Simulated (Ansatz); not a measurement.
**CH5AlOSe: one species, many methods**

How much do the methods differ for CH5AlOSe? The plan is to run it at one geometry with functionals of several rungs and with coupled cluster, and see how far each lands from CCSD(T) at the basis-set limit for the atomisation energy.

Program: Ansatz 0.2.0, Gaussian basis. Level of theory: functionals in def2-TZVPP, the program's frozen cores in correlated methods. These are calculated values, not measurements.

Levels to be run: LDA (SPW92), PBE-D4, revPBE-D4, BLYP-D4, r2SCAN-D4, B97M-V, PBE0-D4, B3LYP-D4, r2SCANh-D4, r2SCAN0-D4, HSE06-D4, BHLYP-D4, CAM-B3LYP-D4, LC-ωPBE, ωB97X-V, ωB97M-V, B2PLYP, PBE-QIDH; CCSD(T)/def2-SVP; CCSD(T)/def2-TZVPP; MP2/def2-QZVPP; extrapolation to the limit; RPA on PBE.

## 1. The relaxed structure

The geometry comes from an earlier relaxation with PBE0-D4 in a triple-zeta def2 set; it is a stationary point, not always the lowest conformer.

SMILES `[CH3][Al]([OH])[SeH]`, 9 atoms, charge 0, spin multiplicity 1.

Atoms are counted from 1 here; the program's logs count them from 0.

Bond lengths: C1–Al2 1.936 Å, C1–H5 1.094 Å, C1–H6 1.093 Å, C1–H7 1.093 Å, Al2–O3 1.694 Å, Al2–Se4 2.330 Å, O3–H8 0.955 Å, Se4–H9 1.469 Å. Angles: Al2–C1–H5 110.6°, Al2–C1–H6 111.7°, Al2–C1–H7 111.0°, H5–C1–H6 107.2°, H5–C1–H7 107.6°, H6–C1–H7 108.5°, C1–Al2–O3 119.5°, C1–Al2–Se4 120.0°, O3–Al2–Se4 120.5°, Al2–O3–H8 124.9°, Al2–Se4–H9 92.7°.

As a file:

```xyz
9

C     0.73376    0.99923   -1.07655
Al   -0.09232   -0.21876    0.18118
O     0.19654   -1.88256    0.04315
Se   -1.48403    0.60534    1.85775
H     0.03328    1.26091   -1.87551
H     1.03810    1.93225   -0.59562
H     1.61228    0.54628   -1.54198
H    -0.18006   -2.55088    0.61185
H    -1.76915   -0.73793    2.37864
```

## 2. LDA

This LDA is Slater exchange with PW92 correlation.

Contents of in.yaml:

```yaml
crystal:
  periodic: [false, false, false]
  atoms:
    - {symbol: C, position_ang: [0.733762, 0.999232, -1.076554]}
    - {symbol: Al, position_ang: [-0.092320, -0.218756, 0.181178]}
    - {symbol: O, position_ang: [0.196541, -1.882557, 0.043152]}
    - {symbol: Se, position_ang: [-1.484026, 0.605343, 1.857749]}
    - {symbol: H, position_ang: [0.033277, 1.260913, -1.875511]}
    - {symbol: H, position_ang: [1.038099, 1.932248, -0.595624]}
    - {symbol: H, position_ang: [1.612280, 0.546283, -1.541982]}
    - {symbol: H, position_ang: [-0.180064, -2.550879, 0.611852]}
    - {symbol: H, position_ang: [-1.769150, -0.737927, 2.378640]}
basis:
  gaussian: {orbitals: def2-TZVPP}
hamiltonian: {xc: lda}
output: {orbitals: {seedname: orbitals}}
```

After this run come: PBE-D4 (GGA); revPBE-D4 (GGA); BLYP-D4 (GGA); r2SCAN-D4 (meta-GGA); B97M-V (meta-GGA); PBE0-D4 (hybrid); B3LYP-D4 (hybrid); r2SCANh-D4 (hybrid); r2SCAN0-D4 (hybrid); HSE06-D4 (hybrid); BHLYP-D4 (hybrid); CAM-B3LYP-D4 (range-separated); LC-ωPBE (range-separated); ωB97X-V (range-separated); ωB97M-V (range-separated); B2PLYP (double hybrid); PBE-QIDH (double hybrid); CCSD(T) in def2-SVP; CCSD(T) in def2-TZVPP; MP2 in def2-QZVPP; RPA on PBE orbitals.

Before running them: what should the planned runs give, taken together? Wanted: atomisation energy, CCSD(T)/CBS; farthest beyond LDA; mean size of error, GGA; mean size of error, meta-GGA; mean size of error, hybrid; mean size of error, range-separated; mean size of error, double hybrid; gap, smallest and largest; T1 diagnostic.

**Answer**, as computed:

| quantity | value |
| --- | --- |
| atomisation energy, CCSD(T)/CBS | 3163.1 kJ/mol |
| functionals within 31.6 kJ/mol (1.0 %) | PBE-D4, r2SCAN-D4, B97M-V, r2SCANh-D4, CAM-B3LYP-D4, ωB97X-V, ωB97M-V |
| farthest beyond LDA | BHLYP-D4 (-116.5 kJ/mol) |
| mean size of error, GGA | 40.5 kJ/mol |
| mean size of error, meta-GGA | 9.4 kJ/mol |
| mean size of error, hybrid | 51.9 kJ/mol |
| mean size of error, range-separated | 26.4 kJ/mol |
| mean size of error, double hybrid | 53.6 kJ/mol |
| gap, smallest and largest | 4.87 eV (BLYP-D4), 11.66 eV (LC-ωPBE) |
| T1 diagnostic | 0.0102 |
| triples share of the correlation energy | 3.5 % |

The LDA atomisation energy is off by 396.6 kJ/mol (13 %): it overbinds. PBE-D4 is off by +7.5 kJ/mol. Double hybrids carry the basis error of their MP2 part in triple zeta, and no dispersion term here, so their miss is partly the set-up's. The rungs meta-GGA, range-separated miss on average by less than the doubt on the reference (31.6 kJ/mol), so they tie. Misses under about 31.6 kJ/mol are within the doubt on the reference itself, which lacks core-valence correlation, relativity and higher excitations, and its outer-core shells are covered unevenly. All levels share the lack of spin-orbit coupling, which lowers the free heavy atoms and so the true binding. Hartree-Fock recovers 73 % of the binding; the rest is correlation. CCSD(T) in def2-SVP is off by -213.2 kJ/mol, more than most functionals: a good method in a small basis is no reference. Orbital gaps span 4.9 to 11.7 eV; exact exchange widens them. Correlated methods include outer-core shells of Se, which these sets cover unevenly.
